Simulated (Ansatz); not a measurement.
Wanted: the native input for an Ansatz 0.2.0 run.

```
Task                              : single point
Functional                        : PBE
Potentials or basis               : Ansatz PAW
Cutoff                            : 420 eV (not typed: the program's choice for these potentials)
k mesh                            : 9 × 9 × 1
Occupations                       : fermi-dirac, width 0.05 eV
Spin                              : no spin polarisation
Boundary along the surface normal : dipole_correction
Miller                            : [1, 0, 0]
Bulk formula                      : Au
```

The system is Au, a slab with vacuum.

```xyz
6
Lattice="2.8928 0.0000 0.0000 0.0000 2.8928 0.0000 0.0000 0.0000 25.2275" Properties=species:S:1:pos:R:3 pbc="T T T"
Au    1.4464    1.4464    7.5000
Au    0.0000    0.0000    9.5455
Au    1.4464    1.4464   11.5910
Au    0.0000    0.0000   13.6365
Au    1.4464    1.4464   15.6820
Au    0.0000    0.0000   17.7275
```

The cell isn't the ideal one: the (1 0 0) slab of Au, cut from the database cell, not relaxed.

The input as run:

input.yaml

```yaml
crystal:
  lattice:
    - [2.8927738418, 0.0, 0.0]
    - [0.0, 2.8927738418, 0.0]
    - [0.0, 0.0, 25.2275]
  atoms:
    - { symbol: Au, position: [0.5, 0.5, 0.297294619] }
    - { symbol: Au, position: [0.0, 0.0, 0.3783767714] }
    - { symbol: Au, position: [0.5, 0.5, 0.4594589238] }
    - { symbol: Au, position: [0.0, 0.0, 0.5405410762] }
    - { symbol: Au, position: [0.5, 0.5, 0.6216232286] }
    - { symbol: Au, position: [0.0, 0.0, 0.702705381] }
hamiltonian:
  xc: pbe
  pseudopotentials: { kind: paw }
kpoints:
  mp_grid: { grid: [9, 9, 1] }
scf:
  occupations: { method: fermi_dirac, width: 0.05 }
output:
  forces: true
  eigenvalues: true
efield:
  axis: 3
  dipole_correction: true
  ramp_width: 0.04
```

Potentials or basis: Ansatz PAW.

The run is started by

```console
$ ansatz run input.yaml --threads 4 --pin off --max-ram 11264MiB --backend cpu --events-out ev --progress --plain --runs-dir out
```

It gave:

```json
{
 "Largest force": "0.228 eV/Å",
 "Band gap on the k mesh": "none (metal or under the smearing width)",
 "Work function of the upper face": "5.13 eV",
 "Work function of the lower face": "5.13 eV",
 "Dipole across the slab": "0.000 e·Å"
}
```

It took 5 s on 4 threads of Arm Neoverse V1 (shared host), peak memory 0.62 GiB.
